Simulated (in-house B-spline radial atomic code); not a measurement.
# Bi¹⁰⁺: ionisation energy by several methods

How far do functionals differ on the ionisation energy of Bi¹⁰⁺? Each run solves Bi¹⁰⁺ and then the next ion ([Xe] 4f14 5d4).

Program: in-house B-spline radial atomic code version 1. Level of theory: non-relativistic, several functionals, spin-polarised; spherical all-electron atom at the radial basis limit. These are calculated values, not measurements, unless marked.

## Step 1: What is computed

```
element       : bismuth (Z = 83)
charge        : +10
electrons     : 73
configuration : [Xe] 4f14 5d5
nucleus       : point
```

Outer shells as boxes (Hund's rule):

[Xe] 4f14 5d5
```
[Xe] core
4f [↑↓][↑↓][↑↓][↑↓][↑↓][↑↓][↑↓]
5d [↑ ][↑ ][↑ ][↑ ][↑ ]
```

Where spins are not typed, each open shell is filled with up spins first.

## Step 2: PBEsol, a GGA

Settings of the run:

```ini
Z = 83
electrons = 73.0
configuration = [Xe] 4f14 5d5
hamiltonian = nr
method = pbesol
spin_polarised = True
```

## Step 3: revTPSS, a meta-GGA

Settings of the run:

```ini
Z = 83
electrons = 73.0
configuration = [Xe] 4f14 5d5
hamiltonian = nr
method = revtpss,revtpss
spin_polarised = True
```

## Step 4: PW91, a GGA

Settings of the run:

```ini
Z = 83
electrons = 73.0
configuration = [Xe] 4f14 5d5
hamiltonian = nr
method = pw91,pw91
spin_polarised = True
```

## Step 5: BLYP, a GGA

Settings of the run:

```ini
Z = 83
electrons = 73.0
configuration = [Xe] 4f14 5d5
hamiltonian = nr
method = b88,lyp
spin_polarised = True
```

## Step 6: M06-L, a meta-GGA

Settings of the run:

```ini
Z = 83
electrons = 73.0
configuration = [Xe] 4f14 5d5
hamiltonian = nr
method = m06l
spin_polarised = True
```

## Step 7: r2SCAN, a meta-GGA

Settings of the run:

```ini
Z = 83
electrons = 73.0
configuration = [Xe] 4f14 5d5
hamiltonian = nr
method = r2scan
spin_polarised = True
```

Q: The tabulated ionisation energy is 183 ± 2.4 eV (tabulated theoretical; NIST Atomic Spectra Database). What does each method give, and which comes nearest?

The runs gave:

| method | rung | total energy (hartree) | ΔSCF (eV) | −ε highest (eV) | ΔSCF less tabulated (eV) |
| --- | --- | --- | --- | --- | --- |
| PBEsol | GGA | -20066.2278 | 189.85 | 179.63 (5d up) | +6.85 |
| PW91 | GGA | -20072.6056 | 189.95 | 179.73 (5d up) | +6.95 |
| BLYP | GGA | -20071.7670 | 189.49 | 179.26 (5d up) | +6.49 |
| revTPSS | meta-GGA | -20068.9098 | 190.05 | 179.85 (5d up) | +7.05 |
| M06-L | meta-GGA | -20071.4029 | 190.96 | 180.90 (5d up) | +7.96 |
| r2SCAN | meta-GGA | -20071.5256 | 190.74 | 180.66 (5d up) | +7.74 |

Against the tabulated ionisation energy, 183 ± 2.4 eV (tabulated theoretical; NIST Atomic Spectra Database), the best here is BLYP (+6.49 eV) and the worst M06-L (+7.96 eV, or 4.4 %). All methods miss on the same side by much the same amount, which points to something that they share. These runs lack relativity altogether, which can outweigh the gaps between the methods, so the nearest may be so by luck. These runs leave out relativity, which matters at this nuclear charge. Open shells are averaged (over orientations, and over spins where the run is restricted), while tables refer to the lowest levels. For the semilocal functionals minus the highest level recovers only 95 % of their own ΔSCF value, a mark of self-interaction.

Members of this set that are not shown: 12 used exact exchange with fractional occupations of an open shell, which is unsound here.
